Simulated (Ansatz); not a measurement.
# ScSbSe3: the cost of one run

Method: DFT PBE, scalar-relativistic, plane waves, PAW, in Ansatz 0.2.0.

### Step 1. The system as given

The structure is tetragonal, space group P4mm (No. 99). The conventional cell has a = 4.421 Å, b = 4.421 Å, c = 8.262 Å, α = 90.00°, β = 90.00°, γ = 90.00°. Around Sc (site symmetry 4mm) lie 4 Sb at 3.13 Å. Around Sb (site symmetry 4mm) lie 4 Sc at 3.13 Å. Se (site symmetry 4mm) has 4 Se at 2.28 Å in its first shell of neighbours. Around Se (site symmetry 2mm) lie 2 Se at 2.28 Å.

Structure file:

```cif
data_structure
_symmetry_space_group_name_H-M 'P4mm'
_symmetry_Int_Tables_number 99
_cell_length_a 4.4215
_cell_length_b 4.4215
_cell_length_c 8.2618
_cell_angle_alpha 90.000
_cell_angle_beta 90.000
_cell_angle_gamma 90.000
_cell_volume 161.51
loop_
_atom_site_label
_atom_site_type_symbol
_atom_site_symmetry_multiplicity
_atom_site_Wyckoff_symbol
_atom_site_fract_x
_atom_site_fract_y
_atom_site_fract_z
_atom_site_occupancy
Sc1 Sc 1 a 0.00000 0.00000 0.66649 1
Sb1 Sb 1 b 0.50000 0.50000 0.69329 1
Se1 Se 1 a 0.00000 0.00000 0.21282 1
Se2 Se 2 c 0.50000 0.00000 0.14669 1
```

Recipe of the guess: random cell by space group and Wyckoff sites (P4mm, No. 99). The dimensions are guesses.

### Step 2. A first look at the guess

The input, input.yaml:

```yaml
crystal:
  lattice:
    - [4.42145558, 0.0, 0.0]
    - [0.0, 4.42145558, 0.0]
    - [0.0, 0.0, 8.26175228]
  atoms:
    - { symbol: Sc, position: [0.0, 0.0, 0.66649448] }
    - { symbol: Sb, position: [0.5, 0.5, 0.69329209] }
    - { symbol: Se, position: [0.0, 0.0, 0.21282435] }
    - { symbol: Se, position: [0.5, 0.0, 0.14668595] }
    - { symbol: Se, position: [0.0, 0.5, 0.14668595] }
basis:
  ecutwfc: 420
kpoints:
  mp_grid: { grid: [4, 4, 2] }
hamiltonian:
  xc: pbe
scf:
  occupations: { method: gaussian, width: 0.1 }
  lower_state_search: "off"
output:
  forces: true
  stress: true
  eigenvalues: true
```

On the command line:

```bash
$ ansatz run input.yaml --threads 1 --pin off --max-ram 2560MiB --backend cpu --events-out ev --progress --plain --runs-dir out
```

Q: Estimate wall time and peak memory on 1 thread of Arm Neoverse V1, shared host.

About 7.1 s, with a peak of 0.39 GiB.
